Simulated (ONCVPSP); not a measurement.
# Gold: generating and testing an ONCV potential

Aim: build the potential from the settings below, then test how well it stands in for the atom: other configurations, scattering, ghost states and the plane-wave cutoff that it needs.

The numbers are computed with ONCVPSP 4.0.1 (LDA (Perdew-Wang 92), scalar-relativistic, spin-unpolarised reference atom).

### Step 1. Settings

Typed settings, in words:

```
element                 : gold (Au, Z = 79)
type                    : optimised norm-conserving Vanderbilt (ONCV)
frozen core             : [Kr] 4d10 4f14
valence charge          : 19
reference configuration : 5s2 5p6 5d10 6s1
partial waves           : 5s+6s: rc 1.65 bohr, ncon 3, nbas 7, qcut 7.7 1/bohr, 2 projectors; 5p: rc 1.85 bohr, ncon 5, nbas 10, qcut 6.7 1/bohr, 2 projectors, debl 2.7 Ha; 5d: rc 1.65 bohr, ncon 4, nbas 9, qcut 10.9 1/bohr, 2 projectors, debl 2.9 Ha
local potential         : polynomial inside 1.60 bohr (lpopt 2, dvloc0 4 Ha)
core correction         : Teter function fitted to the true core (icmod 2), fcfact 0.6
```

An earlier all-electron run gives the scale for the radii.

All-electron outer shells of the reference configuration (LDA (PZ), scalar-relativistic, ld1.x):

```
shell  level (eV)  outermost node (bohr)  outermost maximum (bohr)
   5s     -108.78                   0.48                      0.84
   4f      -81.59                      –                      0.37
   5p      -60.06                   0.52                      0.96
   5d       -7.12                   0.56                      1.21
   6s       -6.09                   1.11                      2.32
   6p       -0.89                   1.32                      3.51
```

### Step 2. Generation

Au.dat reads:

```
# ATOM AND REFERENCE CONFIGURATION
# atsym  z   nc   nv     iexc    psfile
  Au 79.00   10    4  -001012      upf
#
#   n    l    f
    1    0    2.00
    2    0    2.00
    2    1    6.00
    3    0    2.00
    3    1    6.00
    3    2   10.00
    4    0    2.00
    4    1    6.00
    4    2   10.00
    4    3   14.00
    5    0    2.00
    5    1    6.00
    5    2   10.00
    6    0    1.00
#
# PSEUDOPOTENTIAL AND OPTIMIZATION
# lmax
    2
#
#   l,   rc,      ep,       ncon, nbas, qcut
    0    1.65    0.00    3    7    7.70
    1    1.85    0.00    5   10    6.70
    2    1.65    0.00    4    9   10.90
#
# LOCAL POTENTIAL
# lloc, lpopt,  rc(5),   dvloc0
    4    2    1.60    4.00
#
# VANDERBILT-KLEINMAN-BYLANDER PROJECTORs
# l, nproj, debl
    0    2    3.60
    1    2    2.70
    2    2    2.90
#
# MODEL CORE CHARGE
# icmod, fcfact, rcfact
    2    0.60    0.80
#
# LOG DERIVATIVE ANALYSIS
# epsh1, epsh2, depsh
   -5.00    5.00    0.04
#
# OUTPUT GRID
# rlmax, drl
    6.00    0.01
#
# TEST CONFIGURATIONS
# ncnf
    4
# nvcnf
#   n    l    f
    4
    5    0    2.00
    5    1    6.00
    5    2   10.00
    6    0    0.00
#
    4
    5    0    2.00
    5    1    6.00
    5    2    9.00
    6    0    0.00
#
    4
    5    0    2.00
    5    1    6.00
    5    2    8.00
    6    0    0.00
#
    4
    5    0    2.00
    5    1    6.00
    5    2    7.00
    6    0    0.00
#
```

Command:

```sh
$ oncvpsp.x < Au.dat > Au.out
```

Before running it: what results should come out? Wanted: cutoffs for 1 and 0.1 mHa per electron, occupied waves; bound ghosts; GHOST(+) flags; largest test error; largest phase difference near zero energy, channels read; rms error of d²Exc/dn², without and with the model core.

As calculated:

| quantity | value |
| --- | --- |
| cutoffs for 1 and 0.1 mHa per electron, occupied waves | 21 Ha and 25 Ha |
| bound ghosts | none found |
| GHOST(+) flags | none at low energy |
| largest test error (AE − PS) | -30 meV, for 5s2 5p6 5d7 6s0 |
| largest phase difference near zero energy, channels read | 0.000 rad |
| rms error of d²Exc/dn², without and with the model core | 7.68 and 0.83 mHa |

The worst unpolarised test, 5s2 5p6 5d7 6s0, is off by 30 meV on 113.4 eV; by total energies transferability rates as fair. That test lies far up in energy; among those under 40 eV, nearer to bonding, the largest error is 7.9 meV. By its cutoff, 21 Ha for the looser tolerance, it is of middling hardness. The program's ghost test flags no bound state. Near zero energy the phases of the channels with partial waves agree within 0.001 rad. Note that the frozen 4f shell (-82 eV) lies higher than the valence 5s shell (-109 eV).
